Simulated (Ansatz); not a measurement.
What does this script print? It uses Ansatz 0.2.0, Python API.

`fhiin_scan.py`
```python
"""Stretching a bond of FHIIn, the rest held rigid."""

import ansatz as az
import numpy as np

GEOMETRY = """
F    -1.52160   -0.09960    0.98840
In   -0.19020    0.07390   -0.55730
I     2.00580   -1.49560    0.87840
H    -0.23860    1.46100   -1.32990
"""

geometry = az.Crystal.molecule()
for line in GEOMETRY.strip().splitlines():
    symbol, *xyz = line.split()
    geometry = geometry.atom(symbol, [float(v) for v in xyz])

symbols = [site.symbol for site in geometry.cartesian_sites]
start = np.array([site.position_ang for site in geometry.cartesian_sites])
axis = (start[2] - start[1]) / np.linalg.norm(start[2] - start[1])
moving = [2]
lengths, energies = [2.69, 2.813, 2.935, 3.057, 3.18, 3.302, 3.424, 3.608], []
for length in lengths:
    xyz = start.copy()
    xyz[moving] += (length - np.linalg.norm(start[2] - start[1])) * axis
    point = az.Crystal.molecule()
    for symbol, place in zip(symbols, xyz):
        point = point.atom(symbol, place.tolist())
    job = (
        point.calculation()
        .basis(gaussian="def2-SVP")
        .functional("r2scan")
    )
    rep = job.run(threads=1, pin="off").report
    energies.append(rep["free_energy_ev"])
    print(f"r = {length:6.3f} A  E = {energies[-1]:.5f} eV  <S^2> = {abs(rep['mean_field']['state']['spin_squared']):.3f}")

# quartic fit about the minimum
fit = np.polynomial.Polynomial.fit(lengths, np.array(energies) - min(energies), 4).convert()
roots = [r.real for r in fit.deriv().roots() if abs(r.imag) < 1e-9 and fit.deriv(2)(r.real) > 0]
r_e = min(roots, key=lambda r: abs(r - lengths[int(np.argmin(energies))]))
print(f"minimum of the fit at {r_e:.4f} A, force constant {fit.deriv(2)(r_e):.2f} eV/A^2")
```

Output of `python fhiin_scan.py`:
```text
r =  2.690 A  E = -16010.81535 eV  <S^2> = 0.000
r =  2.813 A  E = -16010.73211 eV  <S^2> = 0.000
r =  2.935 A  E = -16010.56736 eV  <S^2> = 0.000
r =  3.057 A  E = -16010.35552 eV  <S^2> = 0.000
r =  3.180 A  E = -16010.11801 eV  <S^2> = 0.000
r =  3.302 A  E = -16009.87451 eV  <S^2> = 0.000
r =  3.424 A  E = -16009.63365 eV  <S^2> = 0.000
r =  3.608 A  E = -16009.28960 eV  <S^2> = 0.000
minimum of the fit at 2.6579 A, force constant 8.50 eV/A^2
```

Notes:
- Total energies depend on the basis set; only differences at equal settings carry meaning.
- The rest of the molecule is held rigid at a force-field or estimated start geometry, and the basis set is modest; single-reference methods fail as a bond breaks.
- def2 sets replace the cores of elements past krypton by effective core potentials.
- The orbitals are restricted, so S² is zero by construction.
- Toward dissociation an unrestricted state can lie under the restricted one, by tenths of an eV for polar bonds under a functional and by 1 to 2 eV or more for others.
- The whole script took 30 s on 1 thread of Arm Neoverse V1, on a shared host, peak memory 0.2 GiB.
